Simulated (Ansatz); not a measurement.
Set up this calculation in Ansatz 0.2.0, as the native input.

```yaml
Task: projected density of states
Functional: PBE
Potentials_or_basis: Ansatz PAW
Cutoff: "420 eV (not typed: the program's choice for these potentials)"
k_mesh: 4 × 4 × 4
Occupations: fermi-dirac, width 0.05 eV
Spin: no spin polarisation
```

Crystal: GaGe3.

```
Ge Ga
1.0
     0.00000    3.38717    3.38717
     3.38717    0.00000    3.38717
     3.38717    3.38717    0.00000
Ge Ga
3 1
Direct
  0.50000 0.50000 0.50000
  0.75000 0.75000 0.75000
  0.25000 0.25000 0.25000
  0.00000 0.00000 0.00000
```

The cell comes from a database or a generator and needn't be the stable form of this composition.

The input as run:

input.yaml

```yaml
crystal:
  lattice:
    - [0.0, 3.387167, 3.387167]
    - [3.387167, 0.0, 3.387167]
    - [3.387167, 3.387167, 0.0]
  atoms:
    - { symbol: Ge, position: [0.5, 0.5, 0.5] }
    - { symbol: Ge, position: [0.75, 0.75, 0.75] }
    - { symbol: Ge, position: [0.25, 0.25, 0.25] }
    - { symbol: Ga, position: [0.0, 0.0, 0.0] }
hamiltonian:
  xc: pbe
  pseudopotentials: { kind: paw }
kpoints:
  mp_grid: { grid: [4, 4, 4] }
scf:
  occupations: { method: fermi_dirac, width: 0.05 }
  n_extra_bands: 10
output:
  forces: true
  stress: true
  eigenvalues: true
  dos: { projected: true, de: 0.05, nscf_kmesh: { grid: [6, 6, 6] } }
```

Potentials or basis: Ansatz PAW.

The run is started by

```bash
$ ansatz run input.yaml --threads 2 --pin off --max-ram 5632MiB --backend cpu --events-out ev --progress --plain --runs-dir out
```

It gave:

```json
{
 "Pressure": "0.3 GPa",
 "Band gap on the k mesh": "none (metal or under the smearing width)",
 "Density of states at the Fermi level": "2.32 states/eV per cell"
}
```

Caveat: the k mesh is coarse (spacing up to 0.40 Å⁻¹), so the values aren't converged.

Wall time 2.1 s on 2 threads of Arm Neoverse V1, with other jobs on the host, peak memory 0.34 GiB.
